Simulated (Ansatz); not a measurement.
# C6H6Ag: the cost of one run

Program: Ansatz 0.2.0. Level of theory: the levels named in each step. These are calculated values, not measurements.

### Step 1. The structure to begin with

Bond lengths: C2–C3 1.401 Å, C3–C4 1.412 Å, C4–C5 1.381 Å, C5–C6 1.401 Å, C2–C7 1.424 Å, C6–C7 1.393 Å, C2–H8 1.083 Å, C3–H9 1.081 Å, C4–H10 1.081 Å, C5–H11 1.082 Å, C6–H12 1.083 Å, C7–H13 1.084 Å. Angles (14 of 18 angles, heavy atoms first): C3–C2–C7 119.5°, C2–C3–C4 119.8°, C3–C4–C5 120.2°, C4–C5–C6 120.5°, C5–C6–C7 120.2°, C2–C7–C6 119.7°, C3–C2–H8 119.8°, C7–C2–H8 120.1°, C2–C3–H9 119.7°, C4–C3–H9 120.2°, C3–C4–H10 119.4°, C5–C4–H10 120.1°, C4–C5–H11 119.4°, C6–C5–H11 119.7°.

Structure file:

```xyz
13

Ag   -0.7364    0.4530   -0.4175
C     0.0183   -1.1318    1.4488
C     0.4645   -1.9124    0.3744
C     1.4520   -1.4058   -0.4988
C     1.9757   -0.1437   -0.2986
C     1.5381    0.6470    0.7719
C     0.5666    0.1669    1.6478
H    -0.6311   -1.5673    2.1980
H     0.1332   -2.9379    0.2836
H     1.8634   -2.0482   -1.2648
H     2.8056    0.1898   -0.9066
H     2.0513    1.5721    1.0033
H     0.3449    0.7046    2.5625
```

### Step 2. A rough first relaxation, PBE-D4/def2-SVP

input.yaml reads:

```yaml
crystal:
  periodic: [false, false, false]
  atoms:
    - { symbol: Ag, position_ang: [-0.73636, 0.45295, -0.41753] }
    - { symbol: C, position_ang: [0.01828, -1.13179, 1.44881] }
    - { symbol: C, position_ang: [0.46447, -1.91237, 0.3744] }
    - { symbol: C, position_ang: [1.45204, -1.40581, -0.49879] }
    - { symbol: C, position_ang: [1.97566, -0.14374, -0.29863] }
    - { symbol: C, position_ang: [1.53815, 0.64699, 0.77192] }
    - { symbol: C, position_ang: [0.56664, 0.16691, 1.64778] }
    - { symbol: H, position_ang: [-0.63112, -1.56732, 2.19799] }
    - { symbol: H, position_ang: [0.13321, -2.93787, 0.28355] }
    - { symbol: H, position_ang: [1.86343, -2.04825, -1.26477] }
    - { symbol: H, position_ang: [2.80558, 0.18975, -0.90663] }
    - { symbol: H, position_ang: [2.05131, 1.57207, 1.00333] }
    - { symbol: H, position_ang: [0.34491, 0.70463, 2.56245] }
total_charge: 1
basis:
  gaussian: { orbitals: def2-SVP }
hamiltonian:
  xc: pbe
  dispersion: d4
relax:
  f_tol: 0.03
  max_steps: 200
```

Run with:

```bash
> ansatz run input.yaml --threads 4 --pin off --max-ram 10240MiB --backend cpu --events-out ev --progress --plain --runs-dir out
```

**Question.** How long does this run take on 4 threads of Arm Neoverse V1, shared host, and how much memory does it need?

About 25 s, with a peak of 0.22 GiB.
